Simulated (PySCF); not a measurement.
# Se⁺: excitation energy in aug-cc-pVQZ-DK

Aim: the excitation energy of selenium from differences of total energies, at each level of theory, and how far each lands from the tabulated value where there is one.

Method: unrestricted determinants in a Gaussian basis, no spin-orbit coupling in the energies. Code: PySCF 2.14.0.

### 1 What is computed

| Property | Result |
| --- | --- |
| Element | selenium (Z = 34) |
| Basis | aug-cc-pVQZ-DK (8s7p5d3f2g, 93 functions) |
| Hamiltonian | the spin-free X2C one-electron Hamiltonian (Gaussian nucleus) |
| State 1 | Se⁺: [Ar] 3d10 4s1 4p4, high-spin 4P determinant (an excited configuration) |
| Needed too, but not shown | Se⁺ [Ar] 3d10 4s2 4p3 (4S) |
| Methods | UHF, LDA, PBE, PBE0, r2SCAN, r2SCAN0, TPSSh, LC-wPBE, wB97M-V, MP2 |
| Core shells frozen in the correlated runs | valence: [Ar] 3d10 (for Se⁺) |

The outer shells:

Se+ [Ar] 3d10 4s1 4p4
```
[Ar] core
3d [↑↓][↑↓][↑↓][↑↓][↑↓]
4s [↑ ]
4p [↑↓][↑ ][↑ ]
```

The runs were made by one driver on top of PySCF. The scripts below sum up each run's settings (the driver also hands on starting orbitals that pick excited configurations, and frozen orbitals as a list rather than a count), and the logs come from the driver's own runs. The driver starts from symmetry-adapted Hartree-Fock orbitals, holds the occupation by maximum overlap and uses a logarithmic radial grid for functionals, so a plain start would take other cycles.

The integrals over 93 functions and the set-up took 2.9 s of CPU time.

### 2 Se⁺ [Ar] 3d10 4s1 4p4, method by method

**UHF**

input.py

```python
from pyscf import gto, scf, dft, mp, cc
import basis_set_exchange as bse
mol = gto.M(atom="Se 0 0 0", charge=1, spin=3, symmetry="D2h",
            basis=gto.basis.parse(bse.get_basis("aug-cc-pVQZ-DK", elements=["Se"], fmt="nwchem")),
            nucmod="G")
mf = scf.UHF(mol).sfx2c1e()
mf.irrep_nelec = {'Ag': (6, 5), 'B1g': (1, 1), 'B2g': (1, 1), 'B3g': (1, 1), 'B1u': (3, 2), 'B2u': (3, 3), 'B3u': (3, 2)}
mf.kernel()
```

The log of the run:

```text
damping factor = 0
level_shift factor = 0
DIIS = <class 'pyscf.scf.diis.CDIIS'>
diis_start_cycle = 1
diis_space = 10
diis_damp = 0
SCF conv_tol = 1e-09
SCF conv_tol_grad = None
number electrons alpha = 18  beta = 15
cycle= 1 E= -2427.35743103844  delta_E= -0.00305  |g|= 0.0168  |ddm|= 0.0637
cycle= 2 E= -2427.35763762781  delta_E= -0.000207  |g|= 0.00538  |ddm|= 0.0259
cycle= 3 E= -2427.35766326722  delta_E= -2.56e-05  |g|= 0.000581  |ddm|= 0.0123
cycle= 4 E= -2427.35766364751  delta_E= -3.8e-07  |g|= 0.000203  |ddm|= 0.00247
cycle= 5 E= -2427.35766367838  delta_E= -3.09e-08  |g|= 6.83e-05  |ddm|= 0.000797
cycle= 6 E= -2427.35766368481  delta_E= -6.43e-09  |g|= 9.83e-06  |ddm|= 0.000482
cycle= 7 E= -2427.35766368495  delta_E= -1.41e-10  |g|= 8.66e-07  |ddm|= 5.83e-05
converged SCF energy = -2427.35766368495  <S^2> = 3.7638099  2S+1 = 4.006899
```

CPU time 1.4 s on a shared host, the integrals not counted.

Orbital energies by shell (radii are means over both spins):

```
shell  electrons  mean orbital energy (eV)  spread (eV)  rms radius (bohr)
 1s α          1                  -12749.1            0             0.0508
 1s β          1                  -12748.6            0             0.0508
 2s α          1                   -1708.6            0              0.212
 2s β          1                   -1708.1            0              0.212
 2p α          3                   -1499.6        0.161              0.189
 2p β          3                   -1499.2        0.083              0.189
 3s α          1                   -263.27            0              0.613
 3s β          1                   -262.03            0              0.613
 3p α          3                   -195.54        0.500              0.635
 3p β          3                   -194.61        0.092              0.635
 3d α          5                   -82.994        0.478              0.694
 3d β          5                   -82.478        0.263              0.694
 4s α          1                   -38.029            0               1.87
 4p α          3                   -22.424        1.615               2.26
 4p β          1                   -16.844            0               2.26
```

⟨S²⟩ = 3.764, ⟨L²⟩ = 2.02.

Spin-orbit constants on these orbitals (cm⁻¹; bare nucleus, screened nucleus, mean field): 4p 2404, 2263, n/a. To first order in LS coupling the lowest level has J = 5/2 and lies 0.140 eV below the centre of the term.

**LDA**

input.py differs from the last one in:

```diff
@@ -5,3 +5,3 @@
             nucmod="G")
-mf = scf.UHF(mol).sfx2c1e()
+mf = dft.UKS(mol, xc="LDA,VWN").sfx2c1e()
 mf.irrep_nelec = {'Ag': (6, 5), 'B1g': (1, 1), 'B2g': (1, 1), 'B3g': (1, 1), 'B1u': (3, 2), 'B2u': (3, 3), 'B3u': (3, 2)}
```

The log of the run:

```text
damping factor = 0
level_shift factor = 0
DIIS = <class 'pyscf.scf.diis.CDIIS'>
diis_start_cycle = 1
diis_space = 10
diis_damp = 0
SCF conv_tol = 1e-09
SCF conv_tol_grad = None
number electrons alpha = 18  beta = 15
XC functionals = LDA,VWN
    P. A. M. Dirac.,  Math. Proc. Cambridge Philos. Soc. 26, 376 (1930)
    F. Bloch.,  Z. Phys. 57, 545 (1929)
    S. H. Vosko, L. Wilk, and M. Nusair.,  Can. J. Phys. 58, 1200 (1980)
cycle= 1 E= -2425.44461942115  delta_E= -0.0163  |g|= 0.188  |ddm|= 2.73
cycle= 2 E= -2425.44539754126  delta_E= -0.000778  |g|= 0.162  |ddm|= 0.961
cycle= 3 E= -2425.44843411149  delta_E= -0.00304  |g|= 0.00701  |ddm|= 0.583
cycle= 4 E= -2425.44844931188  delta_E= -1.52e-05  |g|= 0.000223  |ddm|= 0.0599
cycle= 5 E= -2425.44844934252  delta_E= -3.06e-08  |g|= 2.12e-05  |ddm|= 0.00193
cycle= 6 E= -2425.44844934277  delta_E= -2.57e-10  |g|= 1.83e-06  |ddm|= 9.09e-05
converged SCF energy = -2425.44844934277  <S^2> = 3.7525457  2S+1 = 4.0012727
```

CPU time 0.83 s on a shared host, the integrals not counted.

**PBE**

input.py differs from the last one in:

```diff
@@ -5,3 +5,3 @@
             nucmod="G")
-mf = dft.UKS(mol, xc="LDA,VWN").sfx2c1e()
+mf = dft.UKS(mol, xc="PBE").sfx2c1e()
 mf.irrep_nelec = {'Ag': (6, 5), 'B1g': (1, 1), 'B2g': (1, 1), 'B3g': (1, 1), 'B1u': (3, 2), 'B2u': (3, 3), 'B3u': (3, 2)}
```

The log of the run:

```text
damping factor = 0
level_shift factor = 0
DIIS = <class 'pyscf.scf.diis.CDIIS'>
diis_start_cycle = 1
diis_space = 10
diis_damp = 0
SCF conv_tol = 1e-09
SCF conv_tol_grad = None
number electrons alpha = 18  beta = 15
XC functionals = PBE
    J. P. Perdew, K. Burke, and M. Ernzerhof.,  Phys. Rev. Lett. 77, 3865 (1996)
    J. P. Perdew, K. Burke, and M. Ernzerhof.,  Phys. Rev. Lett. 78, 1396 (1997)
    J. P. Perdew, K. Burke, and M. Ernzerhof.,  Phys. Rev. Lett. 77, 3865 (1996)
    J. P. Perdew, K. Burke, and M. Ernzerhof.,  Phys. Rev. Lett. 78, 1396 (1997)
cycle= 1 E= -2428.72030988545  delta_E= -0.0125  |g|= 0.153  |ddm|= 1.36
cycle= 2 E= -2428.720844134  delta_E= -0.000534  |g|= 0.132  |ddm|= 0.759
cycle= 3 E= -2428.72288707896  delta_E= -0.00204  |g|= 0.00499  |ddm|= 0.435
cycle= 4 E= -2428.72289478818  delta_E= -7.71e-06  |g|= 0.000345  |ddm|= 0.035
cycle= 5 E= -2428.72289484835  delta_E= -6.02e-08  |g|= 1.99e-05  |ddm|= 0.00303
cycle= 6 E= -2428.72289484856  delta_E= -2.09e-10  |g|= 1.65e-06  |ddm|= 5.71e-05
converged SCF energy = -2428.72289484856  <S^2> = 3.7532109  2S+1 = 4.0016051
```

CPU time 1.5 s on a shared host, the integrals not counted.

**PBE0**

input.py differs from the last one in:

```diff
@@ -5,3 +5,3 @@
             nucmod="G")
-mf = dft.UKS(mol, xc="PBE").sfx2c1e()
+mf = dft.UKS(mol, xc="PBE0").sfx2c1e()
 mf.irrep_nelec = {'Ag': (6, 5), 'B1g': (1, 1), 'B2g': (1, 1), 'B3g': (1, 1), 'B1u': (3, 2), 'B2u': (3, 3), 'B3u': (3, 2)}
```

The log of the run:

```text
damping factor = 0
level_shift factor = 0
DIIS = <class 'pyscf.scf.diis.CDIIS'>
diis_start_cycle = 1
diis_space = 10
diis_damp = 0
SCF conv_tol = 1e-09
SCF conv_tol_grad = None
number electrons alpha = 18  beta = 15
XC functionals = PBE0
    C. Adamo and V. Barone.,  J. Chem. Phys. 110, 6158 (1999)
    M. Ernzerhof and G. E. Scuseria.,  J. Chem. Phys. 110, 5029 (1999)
cycle= 1 E= -2428.77239706116  delta_E= -0.00885  |g|= 0.0891  |ddm|= 0.882
cycle= 2 E= -2428.77283230815  delta_E= -0.000435  |g|= 0.0652  |ddm|= 0.441
cycle= 3 E= -2428.77332939336  delta_E= -0.000497  |g|= 0.00269  |ddm|= 0.214
cycle= 4 E= -2428.77333196957  delta_E= -2.58e-06  |g|= 0.000479  |ddm|= 0.015
cycle= 5 E= -2428.77333206731  delta_E= -9.77e-08  |g|= 1.58e-05  |ddm|= 0.00304
cycle= 6 E= -2428.77333206754  delta_E= -2.31e-10  |g|= 1.76e-06  |ddm|= 0.000147
converged SCF energy = -2428.77333206754  <S^2> = 3.7541814  2S+1 = 4.0020901
```

It used 1.6 s of CPU time after the integrals (shared host).

**r2SCAN**

input.py differs from the last one in:

```diff
@@ -5,3 +5,3 @@
             nucmod="G")
-mf = dft.UKS(mol, xc="PBE0").sfx2c1e()
+mf = dft.UKS(mol, xc="R2SCAN").sfx2c1e()
 mf.irrep_nelec = {'Ag': (6, 5), 'B1g': (1, 1), 'B2g': (1, 1), 'B3g': (1, 1), 'B1u': (3, 2), 'B2u': (3, 3), 'B3u': (3, 2)}
```

The log of the run:

```text
damping factor = 0
level_shift factor = 0
DIIS = <class 'pyscf.scf.diis.CDIIS'>
diis_start_cycle = 1
diis_space = 10
diis_damp = 0
SCF conv_tol = 1e-09
SCF conv_tol_grad = None
number electrons alpha = 18  beta = 15
XC functionals = R2SCAN
    J. W. Furness, A. D. Kaplan, J. Ning, J. P. Perdew, and J. Sun.,  J. Phys. Chem. Lett. 11, 8208-8215 (2020)
    J. W. Furness, A. D. Kaplan, J. Ning, J. P. Perdew, and J. Sun.,  J. Phys. Chem. Lett. 11, 9248-9248 (2020)
    J. W. Furness, A. D. Kaplan, J. Ning, J. P. Perdew, and J. Sun.,  J. Phys. Chem. Lett. 11, 8208-8215 (2020)
    J. W. Furness, A. D. Kaplan, J. Ning, J. P. Perdew, and J. Sun.,  J. Phys. Chem. Lett. 11, 9248-9248 (2020)
cycle= 1 E= -2429.04092600758  delta_E= -0.00979  |g|= 0.0966  |ddm|= 1.08
cycle= 2 E= -2429.04129566236  delta_E= -0.00037  |g|= 0.0775  |ddm|= 0.533
cycle= 3 E= -2429.04200750519  delta_E= -0.000712  |g|= 0.00336  |ddm|= 0.262
cycle= 4 E= -2429.04201120361  delta_E= -3.7e-06  |g|= 0.000556  |ddm|= 0.0273
cycle= 5 E= -2429.04201139751  delta_E= -1.94e-07  |g|= 2.78e-05  |ddm|= 0.00281
cycle= 6 E= -2429.04201139871  delta_E= -1.21e-09  |g|= 4.76e-06  |ddm|= 0.000175
cycle= 7 E= -2429.04201139874  delta_E= -2.55e-11  |g|= 4.1e-07  |ddm|= 3.46e-05
converged SCF energy = -2429.04201139874  <S^2> = 3.7569919  2S+1 = 4.0034944
```

It used 2.6 s of CPU time after the integrals (shared host).

**r2SCAN0**

input.py differs from the last one in:

```diff
@@ -5,3 +5,3 @@
             nucmod="G")
-mf = dft.UKS(mol, xc="R2SCAN").sfx2c1e()
+mf = dft.UKS(mol, xc="HYB_MGGA_XC_R2SCAN0").sfx2c1e()
 mf.irrep_nelec = {'Ag': (6, 5), 'B1g': (1, 1), 'B2g': (1, 1), 'B3g': (1, 1), 'B1u': (3, 2), 'B2u': (3, 3), 'B3u': (3, 2)}
```

The log of the run:

```text
damping factor = 0
level_shift factor = 0
DIIS = <class 'pyscf.scf.diis.CDIIS'>
diis_start_cycle = 1
diis_space = 10
diis_damp = 0
SCF conv_tol = 1e-09
SCF conv_tol_grad = None
number electrons alpha = 18  beta = 15
XC functionals = HYB_MGGA_XC_R2SCAN0
    M. Bursch, H. Neugebauer, S. Ehlert, and S. Grimme.,  J. Chem. Phys. 156, 134105 (2022)
cycle= 1 E= -2429.01744750159  delta_E= -0.00728  |g|= 0.0592  |ddm|= 0.855
cycle= 2 E= -2429.01771775308  delta_E= -0.00027  |g|= 0.0402  |ddm|= 0.339
cycle= 3 E= -2429.0179123713  delta_E= -0.000195  |g|= 0.00255  |ddm|= 0.136
cycle= 4 E= -2429.01791585236  delta_E= -3.48e-06  |g|= 0.000462  |ddm|= 0.0163
cycle= 5 E= -2429.01791598904  delta_E= -1.37e-07  |g|= 4.04e-05  |ddm|= 0.00213
cycle= 6 E= -2429.01791599112  delta_E= -2.09e-09  |g|= 4.11e-06  |ddm|= 0.000289
cycle= 7 E= -2429.01791599114  delta_E= -1.77e-11  |g|= 2.74e-07  |ddm|= 2.25e-05
converged SCF energy = -2429.01791599114  <S^2> = 3.7574357  2S+1 = 4.0037161
```

CPU time 3.1 s on a shared host, the integrals not counted.

**TPSSh**

input.py differs from the last one in:

```diff
@@ -5,3 +5,3 @@
             nucmod="G")
-mf = dft.UKS(mol, xc="HYB_MGGA_XC_R2SCAN0").sfx2c1e()
+mf = dft.UKS(mol, xc="TPSSH").sfx2c1e()
 mf.irrep_nelec = {'Ag': (6, 5), 'B1g': (1, 1), 'B2g': (1, 1), 'B3g': (1, 1), 'B1u': (3, 2), 'B2u': (3, 3), 'B3u': (3, 2)}
```

The log of the run:

```text
damping factor = 0
level_shift factor = 0
DIIS = <class 'pyscf.scf.diis.CDIIS'>
diis_start_cycle = 1
diis_space = 10
diis_damp = 0
SCF conv_tol = 1e-09
SCF conv_tol_grad = None
number electrons alpha = 18  beta = 15
XC functionals = TPSSH
    V. N. Staroverov, G. E. Scuseria, J. Tao, and J. P. Perdew.,  J. Chem. Phys. 119, 12129 (2003)
cycle= 1 E= -2428.98103197052  delta_E= -0.00984  |g|= 0.126  |ddm|= 0.963
cycle= 2 E= -2428.98159153111  delta_E= -0.00056  |g|= 0.102  |ddm|= 0.639
cycle= 3 E= -2428.98282369336  delta_E= -0.00123  |g|= 0.00325  |ddm|= 0.337
cycle= 4 E= -2428.98282654766  delta_E= -2.85e-06  |g|= 0.000452  |ddm|= 0.0222
cycle= 5 E= -2428.98282663152  delta_E= -8.39e-08  |g|= 1.29e-05  |ddm|= 0.00368
cycle= 6 E= -2428.98282663162  delta_E= -1.03e-10  |g|= 1.82e-06  |ddm|= 8.49e-05
converged SCF energy = -2428.98282663162  <S^2> = 3.754301  2S+1 = 4.0021499
```

CPU time 3.2 s on a shared host, the integrals not counted.

**LC-wPBE**

input.py differs from the last one in:

```diff
@@ -5,3 +5,3 @@
             nucmod="G")
-mf = dft.UKS(mol, xc="TPSSH").sfx2c1e()
+mf = dft.UKS(mol, xc="LC_WPBE").sfx2c1e()
 mf.irrep_nelec = {'Ag': (6, 5), 'B1g': (1, 1), 'B2g': (1, 1), 'B3g': (1, 1), 'B1u': (3, 2), 'B2u': (3, 3), 'B3u': (3, 2)}
```

The log of the run:

```text
damping factor = 0
level_shift factor = 0
DIIS = <class 'pyscf.scf.diis.CDIIS'>
diis_start_cycle = 1
diis_space = 10
diis_damp = 0
SCF conv_tol = 1e-09
SCF conv_tol_grad = None
number electrons alpha = 18  beta = 15
XC functionals = LC_WPBE
    O. A. Vydrov and G. E. Scuseria.,  J. Chem. Phys. 125, 234109 (2006)
cycle= 1 E= -2428.76236437909  delta_E= -0.0128  |g|= 0.132  |ddm|= 1.28
cycle= 2 E= -2428.76358607032  delta_E= -0.00122  |g|= 0.0931  |ddm|= 0.742
cycle= 3 E= -2428.76459863136  delta_E= -0.00101  |g|= 0.00434  |ddm|= 0.314
cycle= 4 E= -2428.7646197974  delta_E= -2.12e-05  |g|= 0.000697  |ddm|= 0.0171
cycle= 5 E= -2428.76462039809  delta_E= -6.01e-07  |g|= 6.3e-05  |ddm|= 0.00367
cycle= 6 E= -2428.7646204025  delta_E= -4.41e-09  |g|= 8.73e-06  |ddm|= 0.00049
cycle= 7 E= -2428.76462040259  delta_E= -8.64e-11  |g|= 6.59e-07  |ddm|= 4.62e-05
converged SCF energy = -2428.76462040259  <S^2> = 3.7534127  2S+1 = 4.001706
```

It used 7.5 s of CPU time after the integrals (shared host).

**wB97M-V**

input.py differs from the last one in:

```diff
@@ -5,3 +5,3 @@
             nucmod="G")
-mf = dft.UKS(mol, xc="LC_WPBE").sfx2c1e()
+mf = dft.UKS(mol, xc="WB97M_V").sfx2c1e()
 mf.irrep_nelec = {'Ag': (6, 5), 'B1g': (1, 1), 'B2g': (1, 1), 'B3g': (1, 1), 'B1u': (3, 2), 'B2u': (3, 3), 'B3u': (3, 2)}
```

The log of the run:

```text
damping factor = 0
level_shift factor = 0
DIIS = <class 'pyscf.scf.diis.CDIIS'>
diis_start_cycle = 1
diis_space = 10
diis_damp = 0
SCF conv_tol = 1e-09
SCF conv_tol_grad = None
number electrons alpha = 18  beta = 15
XC functionals = WB97M_V
    N. Mardirossian and M. Head-Gordon.,  J. Chem. Phys. 144, 214110 (2016)
NLC functional = WB97M_V
cycle= 1 E= -2428.84613162179  delta_E= -0.00913  |g|= 0.0847  |ddm|= 1.15
cycle= 2 E= -2428.84669648924  delta_E= -0.000565  |g|= 0.0557  |ddm|= 0.509
cycle= 3 E= -2428.84706508344  delta_E= -0.000369  |g|= 0.00306  |ddm|= 0.188
cycle= 4 E= -2428.84707236092  delta_E= -7.28e-06  |g|= 0.000472  |ddm|= 0.0158
cycle= 5 E= -2428.84707254463  delta_E= -1.84e-07  |g|= 4.01e-05  |ddm|= 0.00333
cycle= 6 E= -2428.84707254559  delta_E= -9.65e-10  |g|= 3.31e-06  |ddm|= 0.000269
converged SCF energy = -2428.84707254559  <S^2> = 3.7535678  2S+1 = 4.0017835
```

CPU time 6.4 s on a shared host, the integrals not counted.

### 3 Se⁺ [Ar] 3d10 4s1 4p4, continued

**MP2 (valence)**

Changes to input.py since step 2:

```diff
@@ -5,4 +5,5 @@
             nucmod="G")
-mf = dft.UKS(mol, xc="WB97M_V").sfx2c1e()
+mf = scf.UHF(mol).sfx2c1e()
 mf.irrep_nelec = {'Ag': (6, 5), 'B1g': (1, 1), 'B2g': (1, 1), 'B3g': (1, 1), 'B1u': (3, 2), 'B2u': (3, 3), 'B3u': (3, 2)}
 mf.kernel()
+mp.UMP2(mf, frozen=14).kernel()
```

The driver printed no log here.

It used 0.37 s of CPU time after the integrals (shared host).

With 5 electrons correlated, the MP2 correlation energy is -0.08117 hartree (-0.02082 same spin, -0.06034 opposite spin); the SCS form gives -0.07935. Largest pairs of shells: 4p-4p -0.0701, 4s-4p -0.0111, 4s-4s 0.0000.

Radial density 4πr²ρ of Se⁺ at UHF:

```
r (bohr)  density  spin density
0.000936    0.494         0.000
 0.00157     1.20         0.001
 0.00265     2.85         0.002
 0.00445     6.50         0.005
 0.00749     13.7         0.010
  0.0126     25.6         0.018
  0.0212     38.5         0.026
  0.0356     41.4         0.029
  0.0600     34.3         0.052
   0.101     43.1         0.129
   0.170     46.0         0.043
   0.285     26.3         0.049
   0.480     33.1         0.290
   0.807     14.9         0.073
    1.36     3.86         1.757
    2.28     2.15         1.253
    3.84    0.246         0.077
    6.46  0.00254        -0.001
```

### 4 Differences of total energies

Excitation energy: Se⁺ [Ar] 3d10 4s2 4p3 (4S) → Se⁺ [Ar] 3d10 4s1 4p4 (4P).

```
           method  value (eV)  error (eV)
              UHF      10.907      +0.384
              LDA      11.383      +0.860
              PBE      11.244      +0.721
             PBE0      11.214      +0.691
           r2SCAN      10.945      +0.423
          r2SCAN0      10.988      +0.465
            TPSSh      11.130      +0.607
          LC-wPBE      11.330      +0.807
          wB97M-V      11.324      +0.801
    MP2 (valence)      10.900      +0.377
SCS-MP2 (valence)      10.898      +0.376
```

Reference: 10.523 eV (measured; NIST levels, between the centres of gravity of the two terms). Errors of the correlated levels include the incompleteness of this basis.

The differences also use runs on Se⁺ [Ar] 3d10 4s2 4p3 (4S), which are not shown here.

### 5 Outcome

```
                                  quantity                                                  value
excitation energy, Se⁺ → [Ar] 3d10 4s1 4p4  UHF 10.907, MP2 (valence) 10.900 eV; reference 10.523
```

Each level's miss (mean over 1 difference):

```
           method  mean absolute miss against the measured value (with the measured fine structure taken into account where it is known) (eV)
              UHF                                                                                                                       0.384
              LDA                                                                                                                       0.860
              PBE                                                                                                                       0.721
             PBE0                                                                                                                       0.691
           r2SCAN                                                                                                                       0.423
          r2SCAN0                                                                                                                       0.465
            TPSSh                                                                                                                       0.607
          LC-wPBE                                                                                                                       0.807
          wB97M-V                                                                                                                       0.801
    MP2 (valence)                                                                                                                       0.377
SCS-MP2 (valence)                                                                                                                       0.376
```

**Reading.** SCS-MP2 (valence) lands nearest to the measured value (off by 0.38 eV), level with MP2 (valence); LDA misses by most (0.86 eV). PBE is off by +0.72 eV. All values hold for this basis alone; no basis-set limit was taken.
